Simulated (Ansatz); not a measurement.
# GaGe (F-43m): band structure in Python

The task is a band structure, for GaGe (F-43m).

Program: Ansatz 0.2.0 through its Python package. Level of theory: DFT PBE, plane waves, PAW. These are calculated values, not measurements.

## 1. The structure

It takes space group F-43m (No. 216, cubic). Conventional cell: a = 5.796 Å, b = 5.796 Å, c = 5.796 Å, α = 90.00°, β = 90.00°, γ = 90.00°. Ga (site symmetry -43m) has 4 Ge at 2.51 Å as nearest neighbours. Around Ge (site symmetry -43m) lie 4 Ga at 2.51 Å.

No structure file is read: the coordinates are typed or built in the script.

## 2. Script

Contents of bands_gage.py:

```python
'''Bands of GaGe along a path through the zone.'''

import ansatz as az
from ase import Atoms
import matplotlib.pyplot as plt
import numpy as np

atoms = Atoms(
    ['Ga', 'Ge'],
    scaled_positions=[
        (0.75, 0.75, 0.75),
        (0.0, 0.0, 0.0),
    ],
    cell=[
        (0.0, 2.897844, 2.897844),
        (2.897844, 0.0, 2.897844),
        (2.897844, 2.897844, 0.0),
    ],
    pbc=True,
)
xtal = az.Crystal.from_ase(atoms)

# vertices of the path, as fractions of the reciprocal vectors
path = [
    ('K', (-0.375, 0.0, 0.375)),
    ('G', (0.0, 0.0, 0.0)),
    ('L', (0.0, 0.0, 0.5)),
    ('W', (-0.5, -0.25, 0.25)),
    ('X', (-0.5, -0.5, 0.0)),
]
base = (
    xtal.calculation()
    .functional(az.Functional.PBE)
    .kpoints(7)
    .occupations(az.OccupationsMethod.FERMI_DIRAC, width=0.1)
    .band_structure([point for _, point in path], intervals=8)
    .scf(extra_bands=6)
    .stress()
    .bader_charges()
)
outcome = base.run(threads=1, backend='cpu')
r = outcome.report

energy = r['free_energy_ev']
print('GaGe: {:.6f} eV = {:.6f} Ry = {:.6f} Ha'.format(energy, energy / 13.605693, energy / 27.211386))
print('Fermi level {:.4f} eV, {} k-points, {} symmetry operations'.format(r['fermi_energy_ev'], r['n_kpoints'], r['n_symmetry_ops']))

# pressure is a third of the trace
stress = np.array(r['stress_gpa'])
print(f'pressure {np.trace(stress) / 3:.3f} GPa')
print('stress tensor, GPa, positive in compression')
print(np.round(stress, 3) + 0.0)

charges = outcome.bader_charges()
for atom in charges.atoms:
    print(f'Bader charge {atom.symbol:2s} {atom.partial_charge_e:+.3f} e')

bands = outcome.band_structure()
fermi = bands.fermi_energy_ev
print(f'zero of the bands: {fermi:.3f} eV, the Fermi level found on the SCF mesh')
reciprocal = 2 * np.pi * np.linalg.inv(outcome.lattice.cell_ang).T
steps = np.linalg.norm(np.diff(bands.kpoints_frac @ reciprocal, axis=0), axis=1)
distance = np.concatenate([[0], np.cumsum(steps)])
fig, ax = plt.subplots(figsize=(5, 4))
for channel, colour in zip(bands.channels, ('C0', 'C3')):
    ax.plot(distance, channel.eigenvalues_ev - fermi, colour, lw=1)
ax.set_xticks(distance[::8], [label for label, _ in path])
ax.set(ylim=(-6, 6), ylabel='E - E_F (eV)', xlim=(0, distance[-1]))
ax.grid(axis='x')
fig.savefig('bands.png', dpi=100)
first = bands.channels[0].eigenvalues_ev - fermi
near = np.argsort(np.abs(first.mean(axis=0)))[:4]
for band in sorted(near):
    print(f'band {band + 1}: {first[:, band].min():.3f} to {first[:, band].max():.3f} eV')
```

## 3. The input behind the calls

The engine receives this input:

```yaml
crystal:
  lattice:
    - [0.0, 2.897844, 2.897844]
    - [2.897844, 0.0, 2.897844]
    - [2.897844, 2.897844, 0.0]
  atoms:
    - { symbol: Ga, position: [0.7500000000000001, 0.7500000000000001, 0.7500000000000001] }
    - { symbol: Ge, position: [0.0, 0.0, 0.0] }
kpoints:
  mp_grid:
    grid: [7, 7, 7]
  band_path:
    path:
      - [-0.375, 0.0, 0.375]
      - [0.0, 0.0, 0.0]
      - [0.0, 0.0, 0.5]
      - [-0.5, -0.25, 0.25]
      - [-0.5, -0.5, 0.0]
    npoints: 8
hamiltonian:
  xc: pbe
scf:
  n_extra_bands: 6
  occupations:
    method: fermi_dirac
    width: 0.1
output:
  bader: true
  stress: true
```

## 4. Running it

On the command line:

```bash
> python bands_gage.py
```

The log of the run:

```text
DeckWarning: basis.ecutwfc = 420 eV, auto-derived from the records' recommended cutoffs: set by Ga (normal level)
GaGe: -8077.689986 eV = -593.699269 Ry = -296.849634 Ha
Fermi level 6.3169 eV, 20 k-points, 24 symmetry operations
pressure 0.314 GPa
stress tensor, GPa, positive in compression
[[0.314 0.    0.   ]
 [0.    0.314 0.   ]
 [0.    0.    0.314]]
Bader charge Ga +0.235 e
Bader charge Ge -0.235 e
zero of the bands: 6.317 eV, the Fermi level found on the SCF mesh
band 12: -5.771 to 1.726 eV
band 13: -2.584 to 1.726 eV
band 14: -1.996 to 1.726 eV
band 15: 2.102 to 5.809 eV
```

(Warnings from the package without file and line.)

Wall time 26 s (1 thread of Arm Neoverse V1, shared host); peak memory 0.42 GiB.

## 5. The run's own record

From the engine's report, whether the script printed it or not:

```
                                    item        value
                       SCF cycles in all            7
                         k-points solved           20
                             plane waves          941
                                   bands           20
                       valence electrons           27
                        free energy (eV)  -8077.68999
                        Fermi level (eV)        6.317
pressure (GPa; positive when compressed)         0.31
```

## 6. Bands along the path

The run's results hold a band table, bands.tsv.

bands.tsv at the labelled points (eV, zero at the Fermi level; the bands nearest the Fermi level):

```tsv
point	band 10	band 11	band 12	band 13	band 14	band 15	band 16	band 17
K	-14.21	-7.56	-5.55	-2.48	-0.78	2.83	5.63	8.77
Γ	-14.22	-10.49	1.73	1.73	1.73	2.10	4.40	4.40
L	-14.22	-8.54	-5.33	0.42	0.42	2.10	5.38	5.38
W	-14.22	-7.40	-5.62	-2.11	-2.00	5.81	5.85	6.18
X	-14.21	-7.48	-5.77	-1.21	-1.21	2.37	2.47	11.05
```

## 7. Results

| quantity | value |
| --- | --- |
| free energy | -8077.6900 eV (-4038.8450 eV/atom) |
| pressure | 0.31 GPa |
| Bader charges | Ga +0.23, Ge -0.23 e |
| bands on the path | cross the Fermi level |

In words: Bands cross the Fermi level along the path, so it is a metal at this level. The pressure is near zero, so the volume is close to this level's equilibrium. Charge transfer is small (Bader charges of 0.3 e at most). Caveats:
- Total energies depend on the potentials; only differences at equal settings carry meaning. A total without «per atom» is that of the cell as typed.
- The mesh is modest for a metal, so energies are good to some meV an atom at best, and derived values to several per cent.
- An absolute Fermi energy rests on an arbitrary zero of the periodic potential and has no direct meaning.
- A Fermi-Dirac width this large means warm electrons, whose thermal share enters the free energy.
- This cell is a computed structure, which may not be the phase found in nature.
- Levels are Kohn-Sham eigenvalues on this mesh.
